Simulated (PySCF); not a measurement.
**From one method to the next for InP (triplet)**

Aim: see what other levels and later steps give for InP (triplet).

The runs use PySCF 2.14.0; each script names its method and basis.

2 further runs of the same task are left out: 2 that didn't finish.

## Step 1: The starting structure

InP (triplet): 2 atoms, charge 0, spin multiplicity 3.

Bond lengths: In1–P2 2.455 Å.

## Step 2: The run that the others are compared with

input.py

```python
from pyscf import gto, scf, mp

mol = gto.M(
    atom='In 0 0 0; P 0 0 2.455',
    basis='3-21g',
    charge=0,
    spin=2,
    verbose=3,
)
mf = scf.UHF(mol)
mf.kernel()
mp.MP2(mf, frozen=23).kernel()
mf.dip_moment()
print('orbital energies (hartree):', [e[max(0, n-3):n+3].round(4) for e, n in zip(mf.mo_energy, mol.nelec)])
```

Started as:

```console
$ OMP_NUM_THREADS=1 python input.py
```

## Step 3: Population analysis

Variant 1 changes step after the SCF: mp2 → analyze.

input.py

```python
from pyscf import gto, scf

mol = gto.M(
    atom='In 0 0 0; P 0 0 2.455',
    basis='3-21g',
    charge=0,
    spin=2,
    verbose=3,
)
mf = scf.UHF(mol)
mf.kernel()
mf.analyze()
print('orbital energies (hartree):', [e[max(0, n-3):n+3].round(4) for e, n in zip(mf.mo_energy, mol.nelec)])
```

## Step 4: ROHF

Variant 2 changes SCF type: UHF → ROHF.

input.py

```python
from pyscf import gto, scf, mp

mol = gto.M(
    atom='In 0 0 0; P 0 0 2.455',
    basis='3-21g',
    charge=0,
    spin=2,
    verbose=3,
)
mf = scf.ROHF(mol)
mf.kernel()
mp.MP2(mf, frozen=23).kernel()
mf.dip_moment()
print('orbital energies (hartree):', mf.mo_energy[..., max(0, mol.nelec[1]-3):mol.nelec[0]+3].round(4))
```

## Step 5: RHF

Variant 3 changes SCF type: UHF → RHF.

input.py

```python
from pyscf import gto, scf, mp

mol = gto.M(
    atom='In 0 0 0; P 0 0 2.455',
    basis='3-21g',
    charge=0,
    spin=2,
    verbose=3,
)
mf = scf.RHF(mol)
mf.kernel()
mp.MP2(mf, frozen=23).kernel()
mf.dip_moment()
print('orbital energies (hartree):', mf.mo_energy[..., max(0, mol.nelec[1]-3):mol.nelec[0]+3].round(4))
```

What does the calculation give? Wanted: for each run, E(SCF); from base; gap, α spin; SCF dipole; after the SCF.

**Answer**, as computed:

```csv
run,E(SCF) (hartree),from base (eV),"gap, α spin (eV)",SCF dipole (D),after the SCF
base,-6053.721340,0,9.02,3.25,"MP2 correlation -1.640 eV, core frozen"
population analysis,-6053.721340,0.0000,9.02,3.25,n/a
ROHF,-6053.715349,+0.1630,n/a,3.32,"MP2 correlation -1.708 eV, core frozen"
RHF,-6053.715349,+0.1630,n/a,3.32,"MP2 correlation -1.708 eV, core frozen"
```

The largest comparable shift of the SCF energy, +0.163 eV, comes with the run “ROHF”.
